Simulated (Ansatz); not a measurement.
# Cl2GaHSe: basis-set convergence

How large a basis does Cl2GaHSe need? Two functionals are run in growing sets.

Computed with Ansatz 0.2.0, Gaussian basis. Level: one geometry, several basis sets.

The runs, in order: PBE0-D4/def2-SVP; ωB97M-V/def2-SVP; PBE0-D4/def2-QZVPP; ωB97M-V/def2-QZVPP; the functionals' def2-TZVPP values are taken from earlier runs.

## Step 1: Structure used throughout

The geometry comes from an earlier relaxation with PBE0-D4 in a triple-zeta def2 set; it is a stationary point.

SMILES `[Cl][Ga]([Cl])[SeH]`, 5 atoms, charge 0, spin multiplicity 1.

Atoms are counted from 1 here; the program's logs count them from 0.

Bond lengths: Cl1–Ga2 2.125 Å, Ga2–Cl3 2.127 Å, Ga2–Se4 2.299 Å, Se4–H5 1.470 Å. Angles: Cl1–Ga2–Cl3 117.8°, Cl1–Ga2–Se4 120.0°, Cl3–Ga2–Se4 122.1°, Ga2–Se4–H5 90.8°.

## Step 2: PBE0-D4 in def2-SVP

Contents of in.yaml:

```yaml
crystal:
  periodic: [false, false, false]
  atoms:
    - {symbol: Cl, position_ang: [1.565163, -0.816295, 1.955063]}
    - {symbol: Ga, position_ang: [0.270790, -0.384515, 0.326106]}
    - {symbol: Cl, position_ang: [-0.593279, -2.024805, -0.717044]}
    - {symbol: Se, position_ang: [-0.155413, 1.797256, -0.258205]}
    - {symbol: H, position_ang: [-1.037461, 1.354659, -1.347320]}
basis:
  gaussian: {orbitals: def2-SVP}
hamiltonian: {xc: pbe0, dispersion: d4}
output: {orbitals: {seedname: orbitals}}
```

After this run come: ωB97M-V in def2-SVP; PBE0-D4 in def2-QZVPP; ωB97M-V in def2-QZVPP.

**Question.** What will the summary of the whole plan be? Wanted: PBE0-D4: double and triple zeta above quadruple; ωB97M-V: double and triple zeta above quadruple.

As calculated:

| quantity | value |
| --- | --- |
| PBE0-D4: double and triple zeta above quadruple | 26.63, 3.28 eV |
| ωB97M-V: double and triple zeta above quadruple | 26.32, 3.16 eV |

What this shows: PBE0-D4 gains 23.35 eV from double to triple zeta, then 3.28 eV more. Total energies overstate the basis error of differences, where much of it tends to cancel.
